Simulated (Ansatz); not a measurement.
Consider an all-electron equation of state of W, space group Fm-3m (Ansatz 0.2.0 through its Python package).

`eos_lapw_w.py`
```python
# -*- coding: utf-8 -*-
"""E(V) of W on LAPW."""

import ansatz as az
from ase.eos import EquationOfState
from ase.units import GPa
import numpy as np

vectors0 = np.array([
    [0.0, 2.03, 2.03],
    [2.03, 0.0, 2.03],
    [2.03, 2.03, 0.0],
])
sites = [
    ("W", (0.0, 0.0, 0.0)),
]


def crystal_on(cell):
    crystal = az.Crystal(lattice=az.Lattice.of(cell))
    for symbol, position in sites:
        crystal = crystal.atom(symbol, position)
    return crystal


def main():
    volumes, energies = [], []
    for scale in np.linspace(0.92, 1.08, 5):
        cell = vectors0 * scale ** (1 / 3)
        model = (
            crystal_on(cell).calculation()
            .functional("pbesol")
            .occupations("Fermi-Dirac", width=0.15)
            .kpoints(10, 10, 10)  # the mesh must be finer for metals
            .pseudopotentials("all_electron", lapw=True)
        )
        r = model.run(threads=1).report
        volumes.append(abs(np.linalg.det(cell)) / len(sites))
        energies.append(r["free_energy_ev"] / len(sites))
        print(f"{scale:.3f} {volumes[-1]:9.4f} A^3/atom {energies[-1]:16.5f} eV/atom  (estimated basis error {1000 * r['lapw_basis_errors']['total_ev_per_atom']:.2f} meV/atom)")
    v0, e0, bulk = EquationOfState(volumes, energies, eos="birchmurnaghan").fit()
    print(f"V0 = {v0:.4f} A^3/atom, B0 = {bulk / GPa:.1f} GPa")


if __name__ == "__main__":
    main()
```

Estimate the equilibrium volume and the bulk modulus.

A third-order Birch-Murnaghan fit through the 5 points has its minimum at 16.03 Å³ an atom, 4.2 % below the typed cell, with a bulk modulus of 296 GPa and dB/dP = 4.0. From that minimum the energy rises by 24.7 meV an atom on the compressed side and 197.1 meV on the expanded side. The window is off centre, so dB/dP is rough.

The run itself:

Running `python eos_lapw_w.py` prints:
```text
0.920   15.3924 A^3/atom    -439073.50077 eV/atom  (estimated basis error 0.05 meV/atom)
0.960   16.0616 A^3/atom    -439073.52533 eV/atom  (estimated basis error 0.05 meV/atom)
1.000   16.7309 A^3/atom    -439073.49876 eV/atom  (estimated basis error 0.05 meV/atom)
1.040   17.4001 A^3/atom    -439073.43047 eV/atom  (estimated basis error 0.05 meV/atom)
1.080   18.0693 A^3/atom    -439073.32831 eV/atom  (estimated basis error 0.05 meV/atom)
V0 = 16.0255 A^3/atom, B0 = 295.5 GPa
```

What to keep in mind:
- All-electron totals depend on functional, relativistic treatment and basis; only differences at equal settings carry meaning.
- No spin polarisation was allowed.
- For a metal this k-point mesh is coarse: on a finer one energies can move by several to tens of meV an atom and pressures by half a GPa or more, differences at one mesh by less.
- A Fermi-Dirac width this large means warm electrons, whose thermal share enters the free energy.
- Spin-orbit coupling, which matters for elements this heavy, is left out.
- This isn't the structure that W takes at ambient conditions.
- By the engine's processor time: 36 s on 1 thread of Intel(R) Xeon(R) Processor @ 2.30GHz (shared host), peak memory 0.49 GiB.

(A comment or docstring line of the script was reworded after the run, the code is as it ran.)
